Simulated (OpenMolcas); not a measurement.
**Gd²⁺ among point charges: CASSCF levels and susceptibility**

Aim: the splitting of the states of Gd²⁺ in the field of 6 point charges, its lowest levels with spin-orbit coupling and its magnetic susceptibility.

Program: OpenMolcas 26.06. Level of theory: state-averaged CASSCF, spin-orbit coupling by RASSI with atomic mean-field integrals. These are calculated values, not measurements, unless marked.

### Step 1. Starting point

| Quantity | Value |
| --- | --- |
| Species | Gd²⁺ (gadolinium, Z = 64, 62 electrons) |
| Basis | ANO-RCC-VDZP [7s6p4d2f1g], 68 functions |
| Scalar Hamiltonian | DKH2, point nucleus |
| Inactive shells | 1s 2s 2p 3s 3p 3d 4s 4p 4d 5s 5p |
| Active space | 8 electrons in 7 orbitals (4f) |
| Some configurations of this space | 4f⁸ |
| Orbitals | optimised for the highest spin of each parity, averaged over all roots |

Outer shells as boxes (Hund's rule):

4f8
```
4f [↑↓][↑ ][↑ ][↑ ][↑ ][↑ ][↑ ]
```

The ion sits among 6 point charges of -1.5 e arranged as a tetragonal octahedron (D4h), 2.48 Å from the ion, with the axial distance 2.207 Å.

Each step is its own input file, run in one work folder so that later steps find the files of earlier ones. Labels, J, g values, rates, χT and fits are worked out afterwards by a script from the matrices that RASSI stores. The input lists half of the charges; inversion (Group=XYZ) makes the rest.

### Step 2. Basis and integrals

File a.inp:

```
&GATEWAY
Coord
1

Gd 0.0 0.0 0.0
Basis=ANO-RCC-VDZP
Group=XYZ
NoMove
AngMom=0.0 0.0 0.0
AMFI
XField
3 Angstrom 0
2.480000 0.000000 0.000000 -1.500000
0.000000 2.480000 0.000000 -1.500000
0.000000 0.000000 2.207200 -1.500000
&SEWARD
```

Started as:

```sh
$ OMP_NUM_THREADS=1 MOLCAS_MEM=2252 MOLCAS_PROJECT=a pymolcas a.inp > a.log
```

What it wrote:

```text
Basis set label: GD.ANO-RCC...7S6P4D2F1G.

      Electronic valence basis set:
      ------------------
      Associated Effective Charge  64.000000 au
      Associated Actual Charge     64.000000 au
      Nuclear Model: Point charge

      Shell  nPrim  nBasis  Cartesian Spherical Contaminant
         s      25       7        X
         p      22       6        X
         d      15       4                 X
         f      11       2                 X
         g       4       1                 X
                  Relativistic Douglas-Kroll-Hess integrals:
                    - DKH order of Hamiltonian: 2
                    - DKH order of Properties : 0
                  Atomic mean-field integrals
```

### Step 3. CASSCF: septets of even parity, 7 roots

File a.inp:

```
&RASSCF
FileOrb=start.orb
Symmetry=1
Spin=7
nActEl=8 0 0
Inactive=15 12
Ras2=0 7
CIRoot=7 7 1
SDav=7
CIMx=300
Iter=120 100
PrWF=0.3
OrbListing=Nothing
MaxOrb=0
>>> COPY $Project.JobIph JOB001
```

start.orb holds the contracted functions of the basis, ordered by shell, or the orbitals of the step before.

What it wrote, shortened:

```text
[...]
      Number of active orbitals                  7
[...]
      Spin quantum number                      3.0
[...]
      Active orbitals                            0   7
[...]
      Number of CSFs                             7
      Number of root(s) required                 7
[...]
      Convergence after 11 iterations
[...]
      Natural orbitals and occupation numbers for root  1
      sym 2:   1.000000   2.000000   1.000000   1.000000   1.000000   1.000000   1.000000
      Natural orbitals and occupation numbers for root  2
      sym 2:   2.000000   1.000000   1.000000   1.000000   1.000000   1.000000   1.000000
      Natural orbitals and occupation numbers for root  3
      sym 2:   1.000000   1.000000   1.000000   1.000000   1.000000   1.000000   2.000000
::    RASSCF root number  1 Total energy: -11264.94350442
::    RASSCF root number  2 Total energy: -11264.94319800
::    RASSCF root number  3 Total energy: -11264.94319800
::    RASSCF root number  4 Total energy: -11264.94169019
::    RASSCF root number  5 Total energy: -11264.93843944
::    RASSCF root number  6 Total energy: -11264.93843944
::    RASSCF root number  7 Total energy: -11264.93623033
```

### Step 4. CASSCF: quintets of even parity, 140 roots

File a.inp:

```
&RASSCF
FileOrb=start.orb
Symmetry=1
Spin=5
nActEl=8 0 0
Inactive=15 12
Ras2=0 7
CIRoot=140 140 1
SDav=140
CIMx=300
Iter=120 100
PrWF=0.3
OrbListing=Nothing
MaxOrb=0
CIOnly
>>> COPY $Project.JobIph JOB002
```

What it wrote, shortened:

```text
[...]
      Number of active orbitals                  7
[...]
      Spin quantum number                      2.0
[...]
      Active orbitals                            0   7
[...]
      Number of CSFs                           140
      Number of root(s) required               140
[...]
      Natural orbitals and occupation numbers for root  1
      sym 2:   1.214287   1.127168   1.087039   1.073429   1.214287   1.196752   1.087039
      Natural orbitals and occupation numbers for root  2
      sym 2:   1.217725   1.197075   1.080301   1.075569   1.080301   1.131304   1.217725
      Natural orbitals and occupation numbers for root  3
      sym 2:   1.084027   1.081796   1.183496   1.228655   1.076972   1.137927   1.207128
::    RASSCF root number  1 Total energy: -11264.83584493
::    RASSCF root number  2 Total energy: -11264.83583538
::    RASSCF root number  3 Total energy: -11264.83429872
[...]
::    RASSCF root number 27 Total energy: -11264.81404085
::    RASSCF root number 28 Total energy: -11264.81341372
::    RASSCF root number 29 Total energy: -11264.81270434
::    RASSCF root number 30 Total energy: -11264.81270434
```

CIOnly: the orbitals of an earlier block are kept, and only the CI is solved.

### Step 5. Reference wave functions, triplets of even parity, 162 roots

File a.inp:

```
&RASSCF
FileOrb=start.orb
Symmetry=1
Spin=3
nActEl=8 0 0
Inactive=15 12
Ras2=0 7
CIRoot=162 162 1
SDav=588
CIMx=300
Iter=120 100
PrWF=0.3
OrbListing=Nothing
MaxOrb=0
CIOnly
>>> COPY $Project.JobIph JOB003
```

What it wrote, shortened:

```text
[...]
      Number of active orbitals                  7
[...]
      Spin quantum number                      1.0
[...]
      Active orbitals                            0   7
[...]
      Number of CSFs                           588
      Number of root(s) required               162
[...]
      Natural orbitals and occupation numbers for root  1
      sym 2:   1.153420   1.149136   1.130767   1.099252   1.134043   1.157699   1.175683
      Natural orbitals and occupation numbers for root  2
      sym 2:   1.175683   1.149136   1.134043   1.099252   1.130767   1.157699   1.153420
      Natural orbitals and occupation numbers for root  3
      sym 2:   1.160759   1.155075   1.138127   1.094137   1.138127   1.153017   1.160759
::    RASSCF root number  1 Total energy: -11264.74535631
::    RASSCF root number  2 Total energy: -11264.74535631
::    RASSCF root number  3 Total energy: -11264.74525981
[...]
::    RASSCF root number 27 Total energy: -11264.73634030
::    RASSCF root number 28 Total energy: -11264.73633689
::    RASSCF root number 29 Total energy: -11264.73633689
::    RASSCF root number 30 Total energy: -11264.73633264
```

CIOnly: the orbitals of an earlier block are kept, and only the CI is solved.

### Step 6. RASSI: spin-orbit coupling between the states

File a.inp:

```
&RASSI
NrOfJobIphs=3 7 77 24
1 2 3 4 5 6 7
1 2 3 4 5 6 7 8 9 10 11 12 13 14 15 16 17 18 19 20 21 22 23 24 25 26 27
28 29 30 31 32 33 34 35 36 37 38 39 40 41 42 43 44 45 46 47 48 49 50 51
52 53 54 55 56 57 58 59 60 61 62 63 64 65 66 67 68 69 70 71 72 73 74 75
76 77
1 2 3 4 5 6 7 8 9 10 11 12 13 14 15 16 17 18 19 20 21 22 23 24
IphNames
JOB001
JOB002
JOB003
EJob
SpinOrbit
DIPRint=1.0
SOCoupling=1000.0
Subsets=2
Property=9
'ANGMOM' 1 'ANGMOM' 2 'ANGMOM' 3 'MLTPL  1' 1 'MLTPL  1' 2 'MLTPL  1' 3
'AMFI' 1 'AMFI' 2 'AMFI' 3
SOProperty=3
'ANGMOM' 1 'ANGMOM' 2 'ANGMOM' 3
```

Started as:

```sh
$ OMP_NUM_THREADS=1 MOLCAS_MEM=2252 MOLCAS_PROJECT=a pymolcas a.inp > a.log
```

What it wrote, shortened:

```text
SPIN-FREE ENERGIES:
  (Shifted by EMIN (a.u.) =     -11264.9435044217)
 SF State       Relative EMIN(au)   Rel lowest level(eV)    D:o, cm**(-1)      L_eff
     1             0.0000000000        0.0000000000              0.0000         3.0
     2             0.0003064233        0.0083382027             67.2521         3.0
     3             0.0003064233        0.0083382027             67.2521         3.0
     4             0.0018142268        0.0493676273            398.1768         3.0
     5             0.0050649807        0.1378251457           1111.6348         3.0
     6             0.0050649807        0.1378251457           1111.6348         3.0
     7             0.0072740895        0.1979380599           1596.4781         3.0
     8             0.1076594905        2.9295639802          23628.5270         2.0
     9             0.1076690414        2.9298238736          23630.6232         2.0
    10             0.1092057066        2.9716386629          23967.8822         2.0
[...]
Eigenvalues of complex Hamiltonian:
   -----------------------------------
  (Shifted by EMIN (a.u.) =     -11264.9435044217)
 SO State       Relative EMIN(au)   Rel lowest level(eV)    D:o, cm**(-1)     J-value
     1            -0.0128527926        0.0000000000              0.0000         2.0
     2            -0.0128524002        0.0000106769              0.0861         2.0
     3            -0.0126409519        0.0057644796             46.4937         3.7
     4            -0.0126409519        0.0057644796             46.4937         3.7
     5            -0.0119532318        0.0244782944            197.4308         4.6
     6            -0.0119090046        0.0256817794            207.1375         4.6
     7            -0.0110040178        0.0503077230            405.7592         5.2
     8            -0.0110040178        0.0503077231            405.7592         5.2
     9            -0.0103528394        0.0680271910            548.6763         5.5
    10            -0.0089488402        0.1062319552            856.8185         5.6
    11            -0.0083618455        0.1222048942            985.6489         5.8
[...]
```

These steps: 47 s of run time, 1 thread, shared host.

States without spin-orbit coupling:

```tsv
state	degeneracy	E (cm-1)	free-ion L (%)
7B1	1	0	F (100)
7E	2	67	F (100)
7B2	1	398	F (100)
7E	2	1112	F (100)
7A2	1	1596	F (100)
5B2	1	23629	D (100)
5B1	1	23631	D (100)
5E	2	23968	D (100)
5A1	1	24060	D (100)
5A1	1	26812	L (100)
5A2	1	26812	L (100)
5A1	1	26949	L (100)
5E	2	26968	L (100)
5B1	1	26994	L (100)
5E	2	27238	L (99)
5B2	1	27262	L (99)
5E	2	27382	L (99)
5A2	1	27436	L (99)
quintet	2	27510	L (99)
5B2	1	27533	L (100)
5E	2	27560	L (100)
5A2	1	28232	G (99)
5A1	1	28235	G (99)
5E	2	28253	G (98)
```

With spin-orbit coupling:

```tsv
E (cm-1)	Degeneracy	Label	2S+1	J	abs mJ (%)	g
0.0	1	B2	7	5.99	6 (100)	
0.1	1	B1	7	5.99	6 (100)	
46.5	2	E	7	5.99	5 (99)	0.00 0.00 14.83
197.4	1	A1	7	5.96	4 (97)	
207.1	1	A2	7	5.96	4 (99)	
405.8	2	E	7	5.92	3 (93)	0.00 0.00 7.53
548.7	1	B2	7	5.87	2 (100)	
856.8	1	B1	7	5.93	2 (100)	
985.6	2	E	7	5.93	1 (93)	0.00 0.00 1.47
1086	1	A1	7	5.95	0 (97)	
1644	2	E	7	4.99	5 (99)	0.00 0.00 14.96
1988	1	A2	7	4.91	4 (98)	
1994	1	A1	7	4.89	4 (98)	
2148	1	A2	7	4.92	0 (98)	
2201	2	E	7	4.87	3 (62)	0.00 0.00 4.13
2250	2	E	7	5.02	1 (63)	0.00 0.00 0.68
2262	1	B1	7	4.89	2 (100)	
2352	1	B2	7	5.07	2 (100)	
3124	1	A1	7	4.08	0 (77)	
3181	1	A2	7	4.12	4 (99)	
3184	2	E	7	4.03	1 (85)	0.00 0.00 1.69
3197	1	A1	7	4.05	4 (77)	
3285	1	B1	7	4.07	2 (100)	
3319	2	E	7	3.87	3 (85)	0.00 0.00 6.93
```

The table of states holds 24 of 78 computed; the rest, higher up, is left out. Principal g values are given for doublets only; a zero marks a field direction without first-order Zeeman splitting.

Powder χT (cm³ K/mol): 10.15 at 2 K, 10.31 at 5 K, 10.57 at 10 K, 10.93 at 20 K, 11.19 at 50 K, 11.35 at 100 K, 11.46 at 150 K, 11.52 at 200 K, 11.56 at 250 K, 11.59 at 300 K.

Stevens parameters of the J = 6 multiplet, 1086 cm⁻¹ wide (cm⁻¹): B20 = -9.322e+00, B40 = 3.198e-02, B44 = 1.561e-01, B60 = -1.241e-04, B64 = -7.459e-04.

Orbitals of the lowest block (energies include the constant potential of the surroundings):

```tsv
shell	space	energy (hartree)	mean occupation	⟨r²⟩ (bohr²)
1s	inactive	-1851.5094	2.000	0.000621
2s	inactive	-308.7590	2.000	0.0102
2p	inactive	-274.9940	6.000	0.00822
3s	inactive	-68.8748	2.000	0.0677
3p	inactive	-58.1299	6.000	0.0679
3d	inactive	-43.6413	10.000	0.0573
4s	inactive	-13.2668	2.000	0.347
4p	inactive	-9.6220	6.000	0.391
4d	inactive	-4.4048	10.000	0.477
4f	RAS2		8.000	0.971
5s	inactive	-0.5481	2.000	2.16
5p	inactive	0.4090	6.000	2.96
```

### Step 7. What came out

| quantity | value |
| --- | --- |
| method | CASSCF |
| spin-free ground state | 7B1, 1-fold in its orbital part |
| first state of the same spin within the active space | 7E at 67.3 cm⁻¹ |
| lowest level | 1-fold B2 |
| next level | 0.1 cm⁻¹ |
| χT at 300 K | 11.59 cm³ K/mol |
| effective moment at 300 K | 9.63 μB |

In words: The spin-free ground state (7B1) comes to 100 % from free-ion F terms and keeps the highest spin of the shell. The quintets, triplets rest on orbitals optimised for another spin in at least one step, which raises them against the optimised states. Not all states of the active space went into the spin-orbit step. The free ion's ground configuration, as NIST lists it, lies outside this active space, so the lowest level here need not be the ground level. High states of lower spin are left out of the spin-orbit mixing, and CASSCF puts spin-flip levels too high. This is an electrostatic model: the charges have no orbitals.
